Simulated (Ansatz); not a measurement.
# ZnCd5S6: the cost of one run

Program: Ansatz 0.2.0. Level of theory: DFT PBE, scalar-relativistic, plane waves, PAW. These are calculated values, not measurements.

## Step 1: The system as given

The structure is trigonal, space group P3m1 (No. 156). Conventional cell: a = 4.022 Å, b = 4.022 Å, c = 19.727 Å, α = 90.00°, β = 90.00°, γ = 120.00°. Around Zn (site symmetry 3m) lie 4 S at 2.46 Å. Cd (site symmetry 3m) has 4 S at 2.46 Å in its first shell of neighbours. Cd (site symmetry 3m) has 4 S at 2.46 to 2.47 Å in its first shell of neighbours. S (site symmetry 3m) is surrounded by 4 Cd at 2.46 Å. Around S (site symmetry 3m) lie 1 Zn at 2.46 Å and 3 Cd at 2.46 Å. Only part of the 12 independent sites is listed.

Coordinates:

```
Zn Cd S
1.0
     4.02161    0.00000    0.00000
    -2.01080    3.48281    0.00000
     0.00000    0.00000   19.72671
Zn Cd S
1 5 6
Direct
  0.66667 0.33333 0.33326
  0.33333 0.66667 0.83326
  0.66667 0.33333 0.66686
  0.33333 0.66667 0.16686
  0.00000 0.00000 0.49994
  0.00000 0.00000 0.99994
  0.33333 0.66667 0.95812
  0.66667 0.33333 0.45812
  0.66667 0.33333 0.79171
  0.33333 0.66667 0.29171
  0.00000 0.00000 0.62511
  0.00000 0.00000 0.12511
```

The start is an ordering of an alloy on its end members' structure types: elements ordered on the sites of the ZnS type, Zn/Cd on Zn (P3m1, No. 156).

## Step 2: The guess as it stands, on a coarse mesh

File input.yaml:

```yaml
crystal:
  lattice:
    - [4.02160744, 0.0, 0.0]
    - [-2.01080372, 3.4828142, 0.0]
    - [0.0, 0.0, 19.72671336]
  atoms:
    - { symbol: Zn, position: [0.66666667, 0.33333333, 0.33326483] }
    - { symbol: Cd, position: [0.33333333, 0.66666667, 0.83326483] }
    - { symbol: Cd, position: [0.66666667, 0.33333333, 0.66686374] }
    - { symbol: Cd, position: [0.33333333, 0.66666667, 0.16686374] }
    - { symbol: Cd, position: [0.0, 0.0, 0.4999412] }
    - { symbol: Cd, position: [0.0, 0.0, 0.9999412] }
    - { symbol: S, position: [0.33333333, 0.66666667, 0.95811558] }
    - { symbol: S, position: [0.66666667, 0.33333333, 0.45811558] }
    - { symbol: S, position: [0.66666667, 0.33333333, 0.79170823] }
    - { symbol: S, position: [0.33333333, 0.66666667, 0.29170823] }
    - { symbol: S, position: [0.0, 0.0, 0.62510741] }
    - { symbol: S, position: [0.0, 0.0, 0.12510741] }
basis:
  ecutwfc: 420
kpoints:
  mp_grid: { grid: [6, 6, 1] }
hamiltonian:
  xc: pbe
scf:
  occupations: { method: gaussian, width: 0.1 }
  lower_state_search: "off"
output:
  forces: true
  stress: true
  eigenvalues: true
```

Started as:

```bash
$ ansatz run input.yaml --threads 1 --pin off --max-ram 2560MiB --backend cpu --events-out ev --progress --plain --runs-dir out
```

What time and memory should one allow on 1 thread of Arm Neoverse V2, shared host?

About 15 s, with a peak of 0.51 GiB.
